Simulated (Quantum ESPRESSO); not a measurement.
Here is a Quantum ESPRESSO 7.5 calculation.

pw.in

```
&CONTROL
  calculation = 'vc-relax'
  prefix = 'pwscf'
  outdir = './tmp'
  pseudo_dir = './pseudo'
  tprnfor = .true.
  tstress = .true.
  disk_io = 'low'
  nstep = 40
  forc_conv_thr = 0.0004
  etot_conv_thr = 1d-05
/
&SYSTEM
  ibrav = 0
  nat = 2
  ntyp = 2
  ecutwfc = 64
  ecutrho = 515
  nbnd = 24
  occupations = 'smearing'
  smearing = 'fd'
  degauss = 0.00367493
/
&ELECTRONS
  conv_thr = 4d-10
  electron_maxstep = 120
  mixing_beta = 0.5
/
&IONS
  ion_dynamics = 'bfgs'
/
&CELL
  cell_dynamics = 'bfgs'
  press = 0
  press_conv_thr = 0.3
/
ATOMIC_SPECIES
Ge    72.6300 ge_pbesol_v1.4.uspp.F.UPF
Ga    69.7230 ga_pbesol_v1.4.uspp.F.UPF
CELL_PARAMETERS angstrom
   0.0000000000    2.8978440000    2.8978440000
   2.8978440000    0.0000000000    2.8978440000
   2.8978440000    2.8978440000    0.0000000000
ATOMIC_POSITIONS crystal
Ge     0.0000000000    0.0000000000    0.0000000000
Ga     0.2500000000    0.2500000000    0.2500000000
K_POINTS automatic
8 8 8 0 0 0
```

Potentials or basis: GBRV 1.5 PBEsol.

The run is started by

```console
$ OMP_NUM_THREADS=1 mpirun -n 2 pw.x -nk 2 -in pw.in > pw.out
```

Problem. What does it give for the relaxed cell?

Solution. a = 4.029 Å, b = 4.029 Å, c = 4.029 Å, α = 60.00°, β = 60.00°, γ = 60.00°.

Problem. What does it give for the space group after relaxing (to 0.05 Å)?

Solution. F-43m (No. 216).

Problem. What does it give for the relaxed volume?

Solution. 23.13 Å³/atom.

Final structure:
```xyz
2
Lattice="0.0000 2.8491 2.8491 2.8491 0.0000 2.8491 2.8491 2.8491 0.0000" Properties=species:S:1:pos:R:3 pbc="T T T"
Ge    0.0000    0.0000    0.0000
Ga    1.4245    1.4245    1.4245
```
